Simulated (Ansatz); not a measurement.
# BH₄O₂Si radical: one species, many methods

Aim: compute BH₄O₂Si radical with functionals from several rungs and with coupled cluster, and see how far each lands from CCSD(T) at the basis-set limit for the atomisation energy.

Computed with Ansatz 0.2.0, Gaussian basis. Level: functionals in def2-TZVPP, the program's frozen cores in correlated methods.

Levels to be run: PBE-D4, r2SCAN-D4, PBE0-D4, B3LYP-D4, ωB97X-V, ωB97M-V, B2PLYP; CCSD(T)/def2-TZVPP; CCSD(T)/def2-QZVPP; extrapolation to the limit.

## Step 1: The relaxed structure

All runs share one geometry, relaxed beforehand with PBE0-D4 in a triple-zeta def2 set.

SMILES `O[B]O[SiH3]`, 8 atoms, charge 0, spin multiplicity 2.

Atoms are counted from 1 here; the program's logs count them from 0.

Bond lengths: O1–B2 1.346 Å, O1–H5 0.968 Å, B2–O3 1.345 Å, O3–Si4 1.653 Å, Si4–H6 1.480 Å, Si4–H7 1.480 Å, Si4–H8 1.491 Å. Angles: B2–O1–H5 115.1°, O1–B2–O3 127.7°, B2–O3–Si4 139.5°, O3–Si4–H6 108.6°, O3–Si4–H7 108.6°, O3–Si4–H8 110.1°, H6–Si4–H7 110.7°, H6–Si4–H8 109.4°, H7–Si4–H8 109.5°.

## Step 2: PBE-D4 (GGA)

File in.yaml:

```yaml
crystal:
  periodic: [false, false, false]
  atoms:
    - {symbol: O, position_ang: [-1.606335, 0.864004, 1.366124]}
    - {symbol: B, position_ang: [-1.318402, 1.197654, 0.094403]}
    - {symbol: O, position_ang: [-0.363896, 0.675029, -0.696254]}
    - {symbol: Si, position_ang: [0.824346, -0.472179, -0.639837]}
    - {symbol: H, position_ang: [-1.053973, 0.164089, 1.741808]}
    - {symbol: H, position_ang: [0.546524, -1.490356, -1.677806]}
    - {symbol: H, position_ang: [2.126873, 0.185478, -0.889005]}
    - {symbol: H, position_ang: [0.844862, -1.123709, 0.700567]}
basis:
  gaussian: {orbitals: def2-TZVPP}
magnetization: {spin_polarized: true, initial_magnetization: 1}
hamiltonian: {xc: pbe, dispersion: d4}
output: {forces: true, orbitals: {seedname: orbitals}}
```

Started as:

```
ansatz run in.yaml --threads 2 --pin off --events-out ev --progress --plain --max-ram 22528MiB --backend cpu
```

Further steps of the session: r2SCAN-D4 (meta-GGA); PBE0-D4 (hybrid); B3LYP-D4 (hybrid); ωB97X-V (range-separated); ωB97M-V (range-separated); B2PLYP (double hybrid); CCSD(T) in def2-TZVPP; CCSD(T) in def2-QZVPP.

**Question.** What will the summary of the whole plan be? Wanted: atomisation energy, CCSD(T)/CBS; farthest; mean size of error, hybrid; mean size of error, range-separated; gap, smallest and largest; T1 diagnostic; triples share of the correlation energy.

As calculated:

```
                               quantity                                value
        atomisation energy, CCSD(T)/CBS                       702.8 kcal/mol
functionals within 3.5 kcal/mol (0.5 %)           B3LYP-D4, ωB97X-V, ωB97M-V
                               farthest               PBE-D4 (+9.2 kcal/mol)
             mean size of error, hybrid                         2.8 kcal/mol
    mean size of error, range-separated                         0.7 kcal/mol
              gap, smallest and largest  2.27 eV (PBE-D4), 8.50 eV (ωB97X-V)
                          T1 diagnostic                               0.0147
triples share of the correlation energy                                3.4 %
```

What this shows: PBE-D4 misses by +9.2 kcal/mol. Double hybrids carry the basis error of their MP2 part in triple zeta, and no dispersion term here, so their miss is partly the set-up's. The reference freezes the cores and leaves out relativity and excitations past (T), so misses under about 3.5 kcal/mol can't be ranked. Hartree-Fock recovers 74 % of the binding; the rest is correlation. The gap grows from 2.3 to 8.5 eV across the functionals, mostly with the share of exact exchange.
